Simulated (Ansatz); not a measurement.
# AlH₆NOSi: one species, many methods

The task here is to estimate one member of a computed series from the others.

The runs use Ansatz 0.2.0, Gaussian basis; functionals in def2-TZVPP, the program's frozen cores in correlated methods.

Plan: LDA (SPW92), PBE-D4, revPBE-D4, BLYP-D4, r2SCAN-D4, B97M-V, PBE0-D4, B3LYP-D4, r2SCANh-D4, r2SCAN0-D4, HSE06-D4, BHLYP-D4, CAM-B3LYP-D4, LC-ωPBE, ωB97X-V, ωB97M-V, B2PLYP, PBE-QIDH; CCSD(T)/def2-SVP; CCSD(T)/def2-TZVPP; MP2/def2-QZVPP; extrapolation to the limit; RPA on PBE.

**Structure used throughout**

An earlier PBE0-D4 in a triple-zeta def2 set relaxation fixed the geometry.

SMILES `O[SiH2][NH][AlH2]`, 10 atoms, charge 0, spin multiplicity 1.

Atoms are counted from 1 here; the program's logs count them from 0.

Bond lengths: O1–Si2 1.650 Å, O1–H5 0.958 Å, Si2–N3 1.711 Å, Si2–H6 1.486 Å, Si2–H7 1.491 Å, N3–Al4 1.785 Å, N3–H8 1.013 Å, Al4–H9 1.580 Å, Al4–H10 1.583 Å. Angles: Si2–O1–H5 117.1°, O1–Si2–N3 109.6°, O1–Si2–H6 111.3°, O1–Si2–H7 107.7°, N3–Si2–H6 106.5°, N3–Si2–H7 112.1°, H6–Si2–H7 109.7°, Si2–N3–Al4 128.8°, Si2–N3–H8 114.7°, Al4–N3–H8 116.5°, N3–Al4–H9 118.3°, N3–Al4–H10 117.3°, H9–Al4–H10 124.3°.

Geometry (Å):

```xyz
10
charge 0, multiplicity 1
O    -1.8174   -0.6938   -1.0565
Si   -0.5766    0.3739   -0.8516
N     0.6933   -0.3823    0.0096
Al    1.2333   -0.0948    1.6863
H    -2.3998   -0.5479   -1.8031
H    -1.0002    1.5438   -0.0395
H    -0.1428    0.8313   -2.2032
H     1.1594   -1.1278   -0.4930
H     0.5084    1.0306    2.5252
H     2.4254   -0.9842    2.2287
```

Set-up of the first run:

in.yaml

```yaml
crystal:
  periodic: [false, false, false]
  atoms:
    - {symbol: O, position_ang: [-1.817387, -0.693752, -1.056546]}
    - {symbol: Si, position_ang: [-0.576616, 0.373923, -0.851634]}
    - {symbol: N, position_ang: [0.693301, -0.382296, 0.009608]}
    - {symbol: Al, position_ang: [1.233304, -0.094768, 1.686319]}
    - {symbol: H, position_ang: [-2.399819, -0.547925, -1.803107]}
    - {symbol: H, position_ang: [-1.000197, 1.543763, -0.039469]}
    - {symbol: H, position_ang: [-0.142758, 0.831296, -2.203189]}
    - {symbol: H, position_ang: [1.159363, -1.127814, -0.492997]}
    - {symbol: H, position_ang: [0.508420, 1.030637, 2.525185]}
    - {symbol: H, position_ang: [2.425389, -0.984165, 2.228731]}
basis:
  gaussian: {orbitals: def2-TZVPP}
hamiltonian: {xc: lda}
output: {orbitals: {seedname: orbitals}}
```

Run with:

```sh
$ ansatz run in.yaml --threads 2 --pin off --events-out ev --progress --plain --max-ram 4352MiB
```

Steps of the session up to this table: LDA; PBE-D4 (GGA); revPBE-D4 (GGA); BLYP-D4 (GGA); r2SCAN-D4 (meta-GGA); B97M-V (meta-GGA); PBE0-D4 (hybrid); B3LYP-D4 (hybrid); r2SCANh-D4 (hybrid); r2SCAN0-D4 (hybrid); HSE06-D4 (hybrid); BHLYP-D4 (hybrid); CAM-B3LYP-D4 (range-separated); LC-ωPBE (range-separated); ωB97X-V (range-separated); ωB97M-V (range-separated); B2PLYP (double hybrid); PBE-QIDH (double hybrid).

One table of the session follows, with a row left open; its other results are not shown here.

It belongs to the step «Frontier levels by functional». 

```
  functional  HOMO (eV)  gap (eV)
 LDA (SPW92)      -6.82      4.90
      PBE-D4      -6.68      4.99
   revPBE-D4      -6.62      5.04
     BLYP-D4      -6.55      4.98
   r2SCAN-D4      -6.97      5.65
      B97M-V      -7.08      5.48
     PBE0-D4      -8.01      7.09
    B3LYP-D4      -7.77      6.64
  r2SCANh-D4      -7.47      6.40
  r2SCAN0-D4      -8.22      7.52
    HSE06-D4      -7.60      6.32
    BHLYP-D4      -9.24      9.08
CAM-B3LYP-D4          ?         ?
     LC-ωPBE     -10.80     11.89
     ωB97X-V     -10.44     11.41
     ωB97M-V     -10.33     11.01
```

**Question.** Estimate the row for CAM-B3LYP-D4.

**Answer.** HOMO (eV): -9.40; gap (eV): 9.40. In the column «HOMO (eV)» it lies between ωB97M-V (-10.33) and BHLYP-D4 (-9.24).
